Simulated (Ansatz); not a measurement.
Geometry optimisation, DFT PBE, scalar-relativistic, plane waves, PAW in Ansatz 0.2.0.

Input:

```yaml
accuracy: low
crystal:
  lattice:
    - [5.048742, 0.0, 0.0]
    - [2.524371, 4.372339, 0.0]
    - [0.0, 0.0, 16.776426]
  atoms:
    - { symbol: H, position: [0.1666667, 0.1666667, 0.0596075] }
    - { symbol: H, position: [0.6666667, 0.1666667, 0.0596075] }
    - { symbol: H, position: [0.1666667, 0.6666667, 0.0596075] }
    - { symbol: H, position: [0.6666667, 0.6666667, 0.0596075] }
    - { symbol: C, position: [0.1666667, 0.1666667, 0.1251757] }
    - { symbol: C, position: [0.6666667, 0.1666667, 0.1251757] }
    - { symbol: C, position: [0.1666667, 0.6666667, 0.1251757] }
    - { symbol: C, position: [0.6666667, 0.6666667, 0.1251757] }
    - { symbol: C, position: [-0.1666667, 0.3333333, 0.1558905] }
    - { symbol: C, position: [0.3333333, 0.3333333, 0.1558905] }
    - { symbol: C, position: [-0.1666667, 0.8333333, 0.1558905] }
    - { symbol: C, position: [0.3333333, 0.8333333, 0.1558905] }
    - { symbol: C, position: [-0.1666667, 0.3333333, 0.248035] }
    - { symbol: C, position: [0.3333333, 0.3333333, 0.248035] }
    - { symbol: C, position: [-0.1666667, 0.8333333, 0.248035] }
    - { symbol: C, position: [0.3333333, 0.8333333, 0.248035] }
    - { symbol: C, position: [0.0, 0.0, 0.2787498] }
    - { symbol: C, position: [0.5, 0.0, 0.2787498] }
    - { symbol: C, position: [0.0, 0.5, 0.2787498] }
    - { symbol: C, position: [0.5, 0.5, 0.2787498] }
    - { symbol: H, position: [0.5, 0.0, 0.344318] }
    - { symbol: H, position: [0.0, 0.5, 0.344318] }
    - { symbol: H, position: [0.5, 0.5, 0.344318] }
    - { symbol: W, position: [0.7039295, -0.0153634, 0.4456507], spin: 1.0 }
magnetization:
  spin_polarized: true
basis:
  ecutwfc: 420.0
kpoints:
  mp_grid: { grid: [2, 2, 1] }
hamiltonian:
  xc: pbe
  pseudopotentials: { kind: paw, azcp: { folder: soft_1 } }
scf:
  occupations: { method: fermi_dirac, width: 0.02 }
  lower_state_search: "off"
relax:
  f_tol: 0.08
  max_steps: 25
  adjacent_minimum: "off"
  constraints: [{ sites: [0, 1, 2, 3, 4, 5, 6, 7, 8, 9, 10, 11] }]
output:
  write_density: true
  write_potential: true
  elf: true
  volumetric_format: npy
```

Command:

```bash
$ ansatz run input.yaml --threads 1 --pin off --max-ram 3072MiB --backend cpu --events-out ev --progress --plain --runs-dir out
```

Where does it end, and by what steps?

The forces met the threshold. The threshold is loose, so the end isn't yet a minimum. Limits of this set-up: coarse k mesh, thin slab, slab without dipole correction, low accuracy level. After 9 steps the energy has fallen by 2.188 eV; W24 moved furthest, 1.65 Å. Parted: H21–W24.

| step | energy less start (eV) | largest force component (eV/Å) | accepted |
| --- | --- | --- | --- |
| 0 | 0.0000 | 2.676 | yes |
| 1 | -0.4301 | 1.097 | yes |
| 2 | -0.7229 | 1.160 | yes |
| 3 | -1.0554 | 1.227 | yes |
| 4 | -1.4295 | 1.319 | yes |
| 5 | -1.7686 | 1.043 | yes |
| 6 | -1.9925 | 0.676 | yes |
| 7 | -2.1082 | 0.413 | yes |
| 8 | -2.1713 | 0.171 | yes |
| 9 | -2.1878 | 0.036 | yes |

```xyz
24
Lattice="5.0487 0.0000 0.0000 2.5244 4.3723 0.0000 0.0000 0.0000 16.7764" Properties=species:S:1:pos:R:3
H 1.262 0.729 1.000
H 3.787 0.729 1.000
H 2.524 2.915 1.000
H 5.049 2.915 1.000
C 1.262 0.729 2.100
C 3.787 0.729 2.100
C 2.524 2.915 2.100
C 5.049 2.915 2.100
C 0.000 1.457 2.615
C 2.524 1.457 2.615
C 1.262 3.644 2.615
C 3.787 3.644 2.615
C 0.000 1.452 4.173
C 2.524 1.457 4.169
C 1.266 3.646 4.172
C 3.782 3.646 4.173
C -0.001 0.000 4.681
C 2.524 0.000 4.647
C 1.262 2.186 4.647
C 3.787 2.186 4.647
H 2.525 0.007 5.770
H 1.269 2.183 5.771
H 3.781 2.183 5.771
W 5.037 0.000 6.851
```

Run time: 4.8 min on 1 thread of AMD EPYC 7571, on a shared host, peak memory 0.79 GiB.
